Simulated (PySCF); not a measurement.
**InCl2: one geometry, several methods and rigid scans**

How much do the numbers for InCl2 (doublet) hang on the method? All levels run at one geometry, the PBE0 minimum. Rigid scans about the minimum follow.

Method: several methods, basis In def2-TZVP with ECP28, Cl def2-TZVP, scalar-relativistic core potentials, no spin–orbit coupling, density fitting; program: PySCF 2.14.0.

**1. Where the work starts**

3 atoms, charge 0, spin multiplicity 2.

Bond lengths: In1–Cl2 2.353 Å, In1–Cl3 2.353 Å. Angles: Cl2–In1–Cl3 119.5°.

Z-matrix (Å, degrees; charge 0 multiplicity 2):
```
In
Cl 1 2.3534
Cl 1 2.3534 2 119.49
```

**2. PBE0**

The steps are one call of a driver around PySCF; scf.py gives each level's set-up. Each SCF starts from the density of the minimum. The driver also runs the species with one electron less or more at the same geometry (one less: multiplicity 1, one more: multiplicity 1); their logs are not shown.

Input file scf.py:

```python
from pyscf import gto, scf, dft
mol = gto.M(atom='''
In    -0.000000    -0.000000    -0.454241
Cl     2.032895    -0.000000     0.731535
Cl    -2.032895     0.000000     0.731535''',
    basis={'In': 'def2-TZVP', 'Cl': 'def2-TZVP'},
    ecp={'In': 'def2-TZVP'},
    charge=0, spin=1)
mf = dft.UKS(mol, xc='PBE0')
mf.grids.atom_grid = (99, 590)
aux = {'In': 'def2-universal-JKFIT', 'Cl': 'def2-universal-JKFIT'}
mf = mf.density_fit(auxbasis=aux)
mf.kernel()
```

**3. HF**

scf.py: that of step 2 with these lines changed.

```diff
@@ -9,2 +9 @@
-mf = dft.UKS(mol, xc='PBE0')
-mf.grids.atom_grid = (99, 590)
+mf = scf.UHF(mol)
```

**4. PBE**

scf.py: that of step 3 with these lines changed.

```diff
@@ -9 +9,2 @@
-mf = scf.UHF(mol)
+mf = dft.UKS(mol, xc='PBE')
+mf.grids.atom_grid = (99, 590)
```

**5. r2SCAN**

scf.py: that of step 4 with these lines changed.

```diff
@@ -9 +9 @@
-mf = dft.UKS(mol, xc='PBE')
+mf = dft.UKS(mol, xc='R2SCAN')
```

**6. B3LYP**

scf.py: that of step 5 with these lines changed.

```diff
@@ -9 +9 @@
-mf = dft.UKS(mol, xc='R2SCAN')
+mf = dft.UKS(mol, xc='B3LYP')
```

**7. TPSSh**

scf.py: that of step 6 with these lines changed.

```diff
@@ -9 +9 @@
-mf = dft.UKS(mol, xc='B3LYP')
+mf = dft.UKS(mol, xc='TPSSH')
```

**8. PBEsol**

scf.py: that of step 7 with these lines changed.

```diff
@@ -9 +9 @@
-mf = dft.UKS(mol, xc='TPSSH')
+mf = dft.UKS(mol, xc='PBEsol')
```

**9. revPBE**

scf.py: that of step 8 with these lines changed.

```diff
@@ -9 +9 @@
-mf = dft.UKS(mol, xc='PBEsol')
+mf = dft.UKS(mol, xc='PBE_R,PBE')
```

**11. Breathing scan**

A rigid scan with PBE0: all bonds to the central atom are scaled together. Each point starts from its neighbour's orbitals, and energies count from the minimum.

(Steps that only read results are left out.)

Q: Predict the outcome of this session. Wanted: atomisation energy, range; vertical ionisation energy, range; vertical electron affinity, range; orbital gap, range; all bonds 4 % longer.

The runs gave:

```
                         quantity                            value
        atomisation energy, range  467 (HF) to 687 (PBEsol) kJ/mol
vertical ionisation energy, range    8.85 (HF) to 9.23 (r2SCAN) eV
vertical electron affinity, range     1.58 (HF) to 2.67 (B3LYP) eV
               orbital gap, range       0.79 (PBE) to 8.66 (HF) eV
             all bonds 4 % longer                       8.5 kJ/mol
```

In words: The atomisation energy spreads over 219 kJ/mol, from HF to PBEsol; without a CCSD(T) value for it there is no yardstick here. Without diffuse functions electron affinities tend to come out too low. The well is lopsided, 11.3 kJ/mol for 4 % shorter bonds against 8.5 for 4 % longer ones. Spin–orbit coupling, left out here, can matter for elements this heavy.
